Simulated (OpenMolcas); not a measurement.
# Tc²⁺ among point charges: CASSCF levels and susceptibility

Aim: the splitting of the states of Tc²⁺ in the field of 6 point charges, its lowest levels with spin-orbit coupling and its magnetic susceptibility.

Program: OpenMolcas 26.06. Level of theory: state-averaged CASSCF, spin-orbit coupling by RASSI with atomic mean-field integrals. These are calculated values, not measurements, unless marked.

1 further run of the same task is left out (it didn't finish).

## (1) The atom as given

| Property | Result |
| --- | --- |
| Species | Tc²⁺ (technetium, Z = 43, 41 electrons) |
| Basis | ANO-RCC-VDZP [6s5p3d1f], 43 functions |
| Scalar Hamiltonian | DKH2, point nucleus |
| Inactive shells | 1s 2s 2p 3s 3p 3d 4s 4p |
| Active space | 5 electrons in 5 orbitals (4d) |
| Some configurations of this space | 4d⁵ |
| Orbitals | optimised for each spin and parity, averaged over all roots |

The outer shells:

4d5
```
4d [↑ ][↑ ][↑ ][↑ ][↑ ]
```

The ion sits among 6 point charges of -1.5 e arranged as a tetragonal octahedron (D4h), 1.84 Å from the ion, with the axial distance 1.711 Å. The active orbitals were held to one l.

The work runs as a chain of OpenMolcas steps in one folder; each step below is one input file. Labels, J, g values, rates, χT and fits are worked out afterwards by a script from the matrices that RASSI stores. The input lists half of the charges; inversion (Group=XYZ) makes the rest.

## (2) One- and two-electron integrals

The input, a.inp:

```
&GATEWAY
Coord
1

Tc 0.0 0.0 0.0
Basis=ANO-RCC-VDZP
Group=XYZ
NoMove
AngMom=0.0 0.0 0.0
AMFI
XField
3 Angstrom 0
1.840000 0.000000 0.000000 -1.500000
0.000000 1.840000 0.000000 -1.500000
0.000000 0.000000 1.711200 -1.500000
&SEWARD
```

## (3) Reference wave functions, sextets of even parity, 1 root

The input, a.inp:

```
&RASSCF
FileOrb=start.orb
Symmetry=1
Spin=6
nActEl=5 0 0
Inactive=9 9
Ras2=5 0
CIRoot=1 1 1
SDav=1
CIMx=300
Iter=120 100
PrWF=0.3
OrbListing=Nothing
MaxOrb=0
SupSym
1
15 4 5 6 7 8 10 11 12 13 14 17 18 19 20 21
0
>>> COPY $Project.JobIph JOB001
```

start.orb holds the contracted functions of the basis, ordered by shell, or the orbitals of the step before.

## (4) Reference wave functions, quartets of even parity, 24 roots

The input, a.inp:

```
&RASSCF
FileOrb=start.orb
Symmetry=1
Spin=4
nActEl=5 0 0
Inactive=9 9
Ras2=5 0
CIRoot=24 24 1
SDav=24
CIMx=300
Iter=120 100
PrWF=0.3
OrbListing=Nothing
MaxOrb=0
SupSym
1
15 4 5 6 7 8 10 11 12 13 14 17 18 19 20 21
0
>>> COPY $Project.JobIph JOB002
```

## (5) Reference wave functions, doublets of even parity, 75 roots

The input, a.inp:

```
&RASSCF
FileOrb=start.orb
Symmetry=1
Spin=2
nActEl=5 0 0
Inactive=9 9
Ras2=5 0
CIRoot=75 75 1
SDav=75
CIMx=300
Iter=120 100
PrWF=0.3
OrbListing=Nothing
MaxOrb=0
SupSym
1
15 4 5 6 7 8 10 11 12 13 14 17 18 19 20 21
0
>>> COPY $Project.JobIph JOB003
```

## (6) RASSI: spin-orbit coupling between the states

The input, a.inp:

```
&RASSI
NrOfJobIphs=3 1 24 75
1
1 2 3 4 5 6 7 8 9 10 11 12 13 14 15 16 17 18 19 20 21 22 23 24
1 2 3 4 5 6 7 8 9 10 11 12 13 14 15 16 17 18 19 20 21 22 23 24 25 26 27
28 29 30 31 32 33 34 35 36 37 38 39 40 41 42 43 44 45 46 47 48 49 50 51
52 53 54 55 56 57 58 59 60 61 62 63 64 65 66 67 68 69 70 71 72 73 74 75
IphNames
JOB001
JOB002
JOB003
EJob
SpinOrbit
DIPRint=1.0
SOCoupling=1000.0
Subsets=2
Property=9
'ANGMOM' 1 'ANGMOM' 2 'ANGMOM' 3 'MLTPL  1' 1 'MLTPL  1' 2 'MLTPL  1' 3
'AMFI' 1 'AMFI' 2 'AMFI' 3
SOProperty=3
'ANGMOM' 1 'ANGMOM' 2 'ANGMOM' 3
```

**Question.** What will these runs give? Wanted: spin-free ground state; lowest level; next level.

The runs gave:

```
                 quantity                              value
                   method                             CASSCF
   spin-free ground state    6A1, 1-fold in its orbital part
             lowest level  2-fold E3/2, g = 1.56, 1.56, 9.39
               next level                          23.0 cm⁻¹
              χT at 300 K                     4.28 cm³ K/mol
effective moment at 300 K                            5.85 μB
```

The spin-free ground state (6A1) comes to 100 % from free-ion S terms and keeps the highest spin of the shell. χT at 300 K is 4.28, against 4.39 cm³ K/mol for the spin alone, as a half-filled shell (L = 0) has no orbital moment. An active space of the d shell alone favours high spin; real ions in strong fields can be low spin. The field of point charges can differ much from that of real complexes. With metal d orbitals alone active, the gaps between spin states are rough; where two lie within a few thousand cm-1, their order is open. Point charges carry no covalency, so the field is a model and not that of real ligands.
